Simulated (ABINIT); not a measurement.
A run of ABINIT 10.8.3 (patched build):

Contents of run.abi:

```
ndtset 2

pp_dirpath "./"
pseudos "Te.GGA_PBE-JTH.xml, Mg.GGA_PBE-JTH.xml"

acell 3*1.0 Angstrom
rprim
    -2.1393600000     2.1393600000     5.2824880000
     2.1393600000    -2.1393600000     5.2824880000
     2.1393600000     2.1393600000    -5.2824880000
ntypat 2
znucl 52 12
natom 4
typat 1 2 2 2
xcart
     0.0000000000     0.0000000000     0.0000000000
     4.0428044820     0.0000000000     4.9912277883
     0.0000000000     4.0428044820     4.9912277883
     0.0000000000     0.0000000000     9.9824555766

ecut 517.016339 eV
pawecutdg 38.0
pawxcdev 0

ixc -116133

occopt 3
tsmear 0.00183747

nstep 100

iomode 3
prtwf 0
prteig 0
prtebands 0
enunit 1
prtden1 1

kptopt1 1
ngkpt1 9 9 9
nshiftk1 1
shiftk1 0.0 0.0 0.0
nband1 22
tolvrs1 1.0e-9

iscf2 -2
getden2 1
nband2 28
nbdbuf2 4
tolwfr2 1.0e-11
kptopt2 -10
ndivsm2 5
prteig2 1
prtvol2 -3
kptbounds2
     0.0000000000     0.0000000000     0.0000000000
    -0.5000000000     0.5000000000     0.0000000000
    -0.5000000000     0.5000000000    -0.0820088476
    -0.2910044238     0.2910044238    -0.2910044238
     0.0000000000     0.0000000000     0.0000000000
     0.5000000000     0.5000000000    -0.5000000000
     0.2910044238     0.7089955762    -0.7089955762
     0.0000000000     0.5000000000    -0.5000000000
    -0.2500000000     0.7500000000    -0.2500000000
     0.0820088476     0.9179911524    -0.5000000000
     0.5000000000     0.5000000000    -0.5000000000
```

Potentials or basis: JTH PAW PBE v2.0.

Launch:

```bash
$ mpirun --bind-to none -np 4 abinit run.abi > log 2>&1
```

Hardware: 4 MPI ranks on AMD EPYC 9R45 96-Core Processor (Zen 5), with other jobs on the host.

Problem. How long does it take, and how much memory?

Solution. Run time: 83 s on 4 MPI ranks on AMD EPYC 9R45 96-Core Processor (Zen 5), on a shared host, peak memory 0.76 GiB a rank. Counts: scf iterations 11, mpi ranks 4, k points 75, bands 22, plane waves 2601.
